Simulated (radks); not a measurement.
# Pd⁺ in [Ar] 3d10 4s2 4p5 4d9 5s1: an all-electron calculation

Aim: the levels, the sizes of the orbitals and the parts of the energy of the palladium ion Pd+.

Program: radks (a radial shooting solver on a logarithmic mesh, Libxc functionals) version 1. Level of theory: scalar-relativistic Kohn-Sham, revPBE, spin-polarised, spherical densities, finite nucleus; open shells are filled with parallel spins first. These are calculated values, not measurements, unless marked.

## 1. What is computed

```
element            : palladium (Z = 46)
charge             : +1
electrons          : 45
configuration      : [Ar] 3d10 4s2 4p5 4d9 5s1
nuclear rms radius : 4.5318 fm
```

Outer shells as boxes (Hund's rule):

Pd⁺
```
[Ar] core
3d [↑↓][↑↓][↑↓][↑↓][↑↓]
4s [↑↓]
4p [↑↓][↑↓][↑ ]
4d [↑↓][↑↓][↑↓][↑↓][↑ ]
5s [↑ ]
```

## 2. The run

The run's settings:

```text
Z 46
configuration [Ar] 3d10 4s2 4p5 4d9 5s1 5p0 6s0
relativity scalar-relativistic
functional pbe_r,pbe
spin polarised
nucleus finite rms 4.5318 fm
c 137.035999084
```

Started as:

```
$ python run_ks.py task.json out
```

All runs below come from this command, one after another.

What does the calculation give?

The runs gave:

```
                        quantity                   value
                    total energy     -5043.76757 hartree
exchange-correlation share of it                  2.84 %
                            −T/E                  1.0372
          highest occupied level       5s up, -12.994 eV
    most extended occupied level  5s up, <r> = 2.74 bohr
 radius at density 0.001 e/bohr³               3.95 bohr
    maxima of the radial density                       4
```

**Reading.** The radial density shows 4 maxima for 5 occupied principal shells; where shells overlap, one shows as a shoulder or not at all. Relativity lifts −T/E to 1.037. This is not the tabulated ground configuration, so its levels and sizes aren't those of the ground state, and no measured value stands beside it.
